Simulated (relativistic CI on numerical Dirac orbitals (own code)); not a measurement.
# Mn⁺: M2,3 absorption multiplets

Wanted: the shape of the M2,3 absorption spectrum of Mn⁺ in 5 surroundings, from the same atomic integrals.

The numbers are computed with relativistic CI on numerical Dirac orbitals (own code) version 1 (Dirac-Coulomb-Breit CI, KLI orbitals optimised for each configuration, model QED (radiative potential, 1s self-energy scaled to tabulated hydrogen-like ionisation energies), valence Slater integrals scaled by 0.9, multiplet model of core-to-valence dipole absorption), except any that are marked as measured or tabulated.

**1. The system**

- ion: Mn⁺ (Mn II)
- nuclear charge: 25
- electrons: 24
- configurations: [Ar] 3d6 → [Ne] 3s2 3p5 3d7
- magnetising field for the dichroism, Lz and Sz: exchange field 10 meV on Sz; these come from the lowest magnetised state alone (0 K)
- temperature of the isotropic spectrum: 300 K
- widths: Lorentz 1.2 eV, Gauss 0.3 eV
- surrounding 1: free ion
- surrounding 2: Td, 10Dq = -1050 cm⁻¹
- surrounding 3: Td, 10Dq = -2400 cm⁻¹
- surrounding 4: Td, 10Dq = -3700 cm⁻¹
- surrounding 5: Td, 10Dq = -5050 cm⁻¹

**2. Surrounding 1: free ion**

Settings of the run:

```ini
atom Mn  Z=25  charge=1  electrons=24
nucleus A=55  rms_radius_fm=3.7057
hamiltonian dirac-coulomb  breit=on  qed=on  c_scale=1
orbitals kli  potential=per-configuration
slater_scale 0.9
correlation none
mixing on
configurations
  [Ar] 3d6
  [Ne] 3s2 3p5 3d7
end
absorption M2,3 T=300 lorentz=1.2 gauss=0.3
crystal_field free
```

**3. Surrounding 2: Td, 10Dq = -1050**

Settings: those of step 2 with these lines changed.

```diff
@@ -12,2 +12,2 @@
 absorption M2,3 T=300 lorentz=1.2 gauss=0.3
-crystal_field free
+crystal_field Td 10Dq=-1050
```

**4. Surrounding 3: Td, 10Dq = -2400**

Settings: those of step 3 with these lines changed.

```diff
@@ -12,2 +12,2 @@
 absorption M2,3 T=300 lorentz=1.2 gauss=0.3
-crystal_field Td 10Dq=-1050
+crystal_field Td 10Dq=-2400
```

**5. Surrounding 4: Td, 10Dq = -3700**

Settings: those of step 4 with these lines changed.

```diff
@@ -12,2 +12,2 @@
 absorption M2,3 T=300 lorentz=1.2 gauss=0.3
-crystal_field Td 10Dq=-2400
+crystal_field Td 10Dq=-3700
```

**6. Surrounding 5: Td, 10Dq = -5050**

Settings: those of step 5 with these lines changed.

```diff
@@ -12,2 +12,2 @@
 absorption M2,3 T=300 lorentz=1.2 gauss=0.3
-crystal_field Td 10Dq=-3700
+crystal_field Td 10Dq=-5050
```

(Steps that only read results are left out.)

Q: Predict the outcome of this session. Wanted: highest peak, first run; ground spin; core spin-orbit splitting.

**Answer**, as computed:

| surrounding | ground S | Lz (0 K) | Sz (0 K) | centroid (eV) | share of the lower edge | up to four highest peaks (% of the highest), eV |
| --- | --- | --- | --- | --- | --- | --- |
| 1: free | 2.00 | -2.00 | -2.00 | 52.75 | - | 49.8 (43), 54.0 (100) |
| 2: Td | 2.00 | -0.83 | -1.99 | 52.80 | - | 50.0 (40), 54.0 (100) |
| 3: Td | 2.00 | -0.40 | -1.99 | 52.84 | - | 50.0 (41), 54.0 (100) |
| 4: Td | 2.00 | -0.27 | -2.00 | 52.87 | - | 50.2 (42), 54.0 (100) |
| 5: Td | 2.00 | -0.20 | -2.00 | 52.90 | - | 50.2 (44), 54.0 (100) |

```
                                 quantity    value
                  highest peak, first run  54.0 eV
      ground spin (effective S from ⟨S²⟩)     2.00
core spin-orbit splitting (without Breit)  1.22 eV
```

In words: The highest peak stays in place, within the step of the energy grid, in all surroundings. Edge positions are free-ion values and differ from those in solids by a few eV or more.
